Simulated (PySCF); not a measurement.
# The bond of AlTe, level by level

Aim: find the lowest electronic state of AlTe, scan its bond at several levels of theory, and get bond length, wavenumber and dissociation energy from each curve.

The runs use PySCF 2.14.0; Al def2-SVP, Te def2-SVP with ECP28, scalar-relativistic core potentials.

### Step 1. The job

Settings of the job:

```
atoms                         : Al, Te
charge                        : 0
basis                         : Al def2-SVP, Te def2-SVP with ECP28
Hamiltonian                   : scalar-relativistic core potentials
basis functions               : 44
electrons treated             : 37
masses in u                   : 26.9815, 129.9062
levels                        : PBE0, PBE, r²SCAN, TPSS, B97-3, B2PLYP, ωB97X, HF, MP2, SCS-MP2, CCSD, CCSD(T)
grid                          : 80 radial by 434 angular points
occupations                   : held fixed by the projection of orbital angular momentum
dissociation limit            : Al + Te, each in its ground configuration
starting distance in angstrom : 2.515
values of 2S to try           : 1, 3
```

The run is started by

```bash
> OMP_NUM_THREADS=1 python dia.py task.json out
```

After this run come: The PBE0 curve of the state that the search chose; Excited determinants; PBE; r²SCAN (meta-GGA); TPSS (meta-GGA); B97-3; B2PLYP (double hybrid); ωB97X; UHF; MP2 and coupled cluster.

**Question.** What will these runs give? Wanted: for each run, Re; ωe; De; μ.

**Answer**, as computed:

Lowest PBE0 solution found, without spin–orbit coupling: ²Σ⁺ (doublet), unpaired electrons σ ↑. State 2 has its PBE0 minimum 0.28 eV higher. State 3 has its PBE0 minimum 2.27 eV higher. The other levels ran on the lowest alone.

```csv
level,Re (Å),ωe (cm⁻¹),De (eV),μ (D)
UHF,2.376,381,1.69,-3.93
UHF-MP2,2.359,451,2.91,n/a
UHF-SCS-MP2,2.367,437,2.70,n/a
UHF-CCSD,2.388,395,2.58,n/a
UHF-CCSD(T),2.390,402,2.76,n/a
PBE,2.393,391,3.36,-2.47
TPSS,2.382,400,3.30,-2.62
r²SCAN,2.370,412,3.33,-2.83
PBE0,2.372,405,3.16,-2.87
B97-3,2.382,395,3.08,-2.86
ωB97X,2.367,401,3.08,-3.02
B2PLYP,2.384,402,3.01,-3.22
```

De is counted to Al + Te in their ground configurations. A positive dipole means Al(−)Te(+).

Differences from CCSD(T) in the same basis:

```csv
level,Re (mÅ),ωe (%)
UHF,-14,-5.3
UHF-MP2,-31,+12.3
UHF-SCS-MP2,-22,+8.8
UHF-CCSD,-1,-1.8
PBE,+4,-2.7
TPSS,-7,-0.5
r²SCAN,-20,+2.5
PBE0,-17,+0.6
B97-3,-7,-1.6
ωB97X,-22,-0.2
B2PLYP,-6,-0.1
```

Against CCSD(T) in the same basis, the bond length is nearest at UHF-CCSD (-1 mÅ) and farthest at UHF-MP2 (-31 mÅ); the wavenumber is nearest at B2PLYP (-0.1 %) and farthest at UHF-MP2 (+12.3 %). PBE has the long and soft bond that GGAs tend to give. CCSD(T) in a basis this small is itself some way from its limit, more so than the functionals. Of the levels with a De here, UHF gives the least (1.69 eV) and PBE the most (3.36 eV).

Correlated steps freeze 9 core orbitals. These are scalar-relativistic numbers at best; spin–orbit coupling would shift them, the dissociation energy most. B2PLYP dipoles, levels and charges come from its SCF part alone. With spin–orbit coupling the term label itself may not hold.
